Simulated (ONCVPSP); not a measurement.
# An ONCV potential for samarium, from input to tests

Task: generate the file, and judge it by its errors in other configurations, its logarithmic derivatives, its ghosts and its cutoff.

The numbers are computed with ONCVPSP 4.0.1 (PBE, scalar-relativistic, spin-unpolarised reference atom).

**1. The atom and the settings**

The settings as typed:

| Property | Result |
| --- | --- |
| element | samarium (Sm, Z = 62) |
| type | optimised norm-conserving Vanderbilt (ONCV) |
| frozen core | [Kr] 4d10 |
| valence charge | 16 |
| reference configuration | 4f5 5s2 5p6 5d1 6s2 |
| partial waves | 5s+6s: rc 2.60 bohr, ncon 4, nbas 8, qcut 5.7 1/bohr, 2 projectors; 5p: rc 2.70 bohr, ncon 4, nbas 7, qcut 5.3 1/bohr, 2 projectors, debl 1 Ha; 5d: rc 3.00 bohr, ncon 4, nbas 8, qcut 4.1 1/bohr, 1 projector; 4f: rc 1.55 bohr, ncon 4, nbas 9, qcut 13.4 1/bohr, 2 projectors, debl 0.5 Ha |
| local potential | polynomial inside 1.10 bohr (lpopt 5, dvloc0 6 Ha) |
| core correction | not asked for |

The outer shells as boxes (Hund's rule for the drawing; the calculation is spin-unpolarised):

```
[Kr] core
4d [↑↓][↑↓][↑↓][↑↓][↑↓]
4f [↑ ][↑ ][↑ ][↑ ][↑ ][  ][  ]
5s [↑↓]
5p [↑↓][↑↓][↑↓]
5d [↑ ][  ][  ][  ][  ]
6s [↑↓]
```

An earlier all-electron run gives the scale for the radii.

All-electron outer shells of the reference configuration (PBE, scalar-relativistic, ld1.x):

| shell | level (eV) | outermost node (bohr) | outermost maximum (bohr) |
| --- | --- | --- | --- |
| 4d | -135.45 | 0.28 | 0.58 |
| 5s | -46.72 | 0.68 | 1.25 |
| 5p | -26.00 | 0.73 | 1.42 |
| 4f | -7.96 | – | 0.61 |
| 6s | -3.99 | 1.67 | 3.48 |
| 5d | -2.74 | 0.83 | 2.01 |
| 6p | -1.34 | 1.99 | 4.64 |

**2. Generation**

Sm.dat

```
# ATOM AND REFERENCE CONFIGURATION
# atsym  z   nc   nv     iexc    psfile
  Sm 62.00    9    5        4      upf
#
#   n    l    f
    1    0    2.00
    2    0    2.00
    2    1    6.00
    3    0    2.00
    3    1    6.00
    3    2   10.00
    4    0    2.00
    4    1    6.00
    4    2   10.00
    4    3    5.00
    5    0    2.00
    5    1    6.00
    5    2    1.00
    6    0    2.00
#
# PSEUDOPOTENTIAL AND OPTIMIZATION
# lmax
    3
#
#   l,   rc,      ep,       ncon, nbas, qcut
    0    2.60    0.00    4    8    5.70
    1    2.70    0.00    4    7    5.30
    2    3.00    0.00    4    8    4.10
    3    1.55    0.00    4    9   13.40
#
# LOCAL POTENTIAL
# lloc, lpopt,  rc(5),   dvloc0
    4    5    1.10    6.00
#
# VANDERBILT-KLEINMAN-BYLANDER PROJECTORs
# l, nproj, debl
    0    2    3.20
    1    2    1.00
    2    1    3.40
    3    2    0.50
#
# MODEL CORE CHARGE
# icmod, fcfact, rcfact
    0    0.00    0.00
#
# LOG DERIVATIVE ANALYSIS
# epsh1, epsh2, depsh
   -3.00    5.00    0.02
#
# OUTPUT GRID
# rlmax, drl
    6.00    0.01
#
# TEST CONFIGURATIONS
# ncnf
    4
# nvcnf
#   n    l    f
    5
    4    3    6.00
    5    0    2.00
    5    1    6.00
    5    2    0.00
    6    0    2.00
#
    5
    4    3    6.00
    5    0    2.00
    5    1    6.00
    5    2    0.00
    6    0    1.00
#
    5
    4    3    6.00
    5    0    2.00
    5    1    6.00
    5    2    0.00
    6    0    0.00
#
    6
    4    3    6.00
    5    0    2.00
    5    1    6.00
    5    2    0.00
    6    0    0.00
    6    1    2.00
#
```

On the command line:

```console
$ oncvpsp.x < Sm.dat > Sm.out
```

Q: Predict the outcome of this session. Wanted: cutoffs for 1 and 0.1 mHa per electron, occupied waves; bound ghosts; GHOST(+) flags; largest test error; largest phase difference near zero energy, channels read.

**Answer**, as computed:

| quantity | value |
| --- | --- |
| cutoffs for 1 and 0.1 mHa per electron, occupied waves | 65 Ha and 72 Ha |
| bound ghosts | s at -11.80 eV |
| GHOST(+) flags | none at low energy |
| largest test error (AE − PS) | +190 meV, for 4f6 5s2 5p6 5d0 6s0 |
| largest phase difference near zero energy, channels read | 0.002 rad |

**Reading.** A bound ghost (s) makes it unfit for use: electrons can fall into a state that the atom doesn't have. The worst unpolarised test, 4f6 5s2 5p6 5d0 6s0, is off by 190 meV on 14.1 eV; by total energies transferability rates as poor. The potential is very hard: the looser tolerance needs 65 Ha. At the looser tolerance the 4f wave is the slowest; 5s needs 9 Ha. Near zero energy the phases of the channels with partial waves agree within 0.002 rad. The pseudo curves have a pole with no partner nearby in the atom's: s at -0.42 Ha. These are tests on the free atom; a crystal test is still owed.
